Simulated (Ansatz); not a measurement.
MgSc on several prototypes: a ranking of structure types by relaxed energy, run with Ansatz 0.2.0, Python API.

`run_prototypes.py`:
```python
"""Structural preference of MgSc among simple prototypes."""

import warnings

import ansatz as az
import numpy as np
import spglib


def wurtzite(first, second, a):
    return (
        az.Lattice.from_parameters(a, a, 1.633 * a, alpha=90, beta=90, gamma=120)
        .space_group(186)
        .atom(first, [1 / 3, 2 / 3, 0])
        .atom(second, [1 / 3, 2 / 3, 0.375])
    )


def cscl(a_site, b_site, a):
    return (
        az.Lattice.cubic(a)
        .space_group(221)
        .atom(a_site, [0, 0, 0])
        .atom(b_site, [0.5, 0.5, 0.5])
    )


def zincblende(first, second, a):
    return (
        az.Lattice.fcc(a)
        .space_group(216)
        .atom(first, [0, 0, 0])
        .atom(second, [0.25, 0.25, 0.25])
        .primitive()
    )


def solve(name, crystal):
    calc = (
        crystal.calculation()
        .functional(az.Functional.PBESOL)
        .basis(20 * az.Ha, density_ratio=6)
        .kpoints(spacing=0.26)
        .occupations("fermi_dirac", width=0.1)
        .stress()  # GPa
        .band_table()
    )
    calc = calc.relax(force_tolerance=0.01, cell=True)
    return calc.run(threads=1, backend="cpu")


def pressure_gpa(outcome):
    return float(np.trace(outcome.report["stress_gpa"]) / 3)


def volume_per_atom(outcome):
    return abs(np.linalg.det(outcome.lattice.cell_ang)) / len(outcome.lattice.sites)


def space_group(outcome):
    sites = outcome.report["lattice"]["sites"]
    kinds = sorted({site["symbol"] for site in sites})
    cell = (outcome.lattice.cell_ang, [site["position_frac"] for site in sites], [kinds.index(site["symbol"]) for site in sites])
    return spglib.get_spacegroup(cell, symprec=0.01)

# starting lattice constants are rough guesses; the relaxation finds the rest
warnings.simplefilter("ignore", az.DeckWarning)

phases = {}
phases["wurtzite"] = wurtzite("Mg", "Sc", 4.42)
phases["CsCl"] = cscl("Mg", "Sc", 3.6)
phases["zincblende"] = zincblende("Mg", "Sc", 6.25)

done = {}
for name, crystal in phases.items():
    try:
        done[name] = solve(name, crystal)
    except az.NonConvergedError as error:
        print(name, "did not converge:", str(error)[:120])

energy = {name: o.report["energy_sigma0_ev"] / len(o.lattice.sites) for name, o in done.items()}
lowest = min(energy.values())
rows = [(name, len(o.lattice.sites), 1000 * (energy[name] - lowest), pressure_gpa(o), volume_per_atom(o), space_group(o)) for name, o in done.items()]
rows.sort(key=lambda row: row[2])
print("     phase       atoms  dE (meV/atom)     P (GPa)  V (A^3/atom)  space group")
for row in rows:
    print(f"{str(row[0]):>10}  {row[1]:10d}  {row[2]:13.1f}  {row[3]:10.2f}  {row[4]:12.3f}  {str(row[5]):>11}")
print("lowest in energy:", rows[0][0])
```

Which of these structures comes out lowest, and how far apart are they?

By space group at the end of each run: Pm-3m (+0 meV an atom, 22.6 Å³), P6_3/mmc (+1075 meV an atom, 33.1 Å³) and F-43m (+1456 meV an atom, 36.7 Å³).

The run itself:

Output of `python run_prototypes.py`:
```text
     phase       atoms  dE (meV/atom)     P (GPa)  V (A^3/atom)  space group
      CsCl           2            0.0       -0.01        22.623  Pm-3m (221)
  wurtzite           4         1075.1       -0.00        33.055  P6_3/mmc (194)
zincblende           2         1455.9        0.00        36.738  F-43m (216)
lowest in energy: CsCl
```

The settings weren't tested for convergence. For the metals among these phases the mesh is modest: differences between phases can be off by up to 40 meV an atom. Pressure is positive in compression. The cells are built on prototypes, so most aren't the phase found in nature. Rows bear the name of their start, and a relaxation keeps or raises the symmetry. Differences under about 40 meV an atom lie within the error of mesh and functional. The whole script took 2.7 min on 1 thread of Arm Neoverse V1, with other jobs on the host, peak memory 0.57 GiB.

(Lines on the test bed's own set-up are left out of the output.)
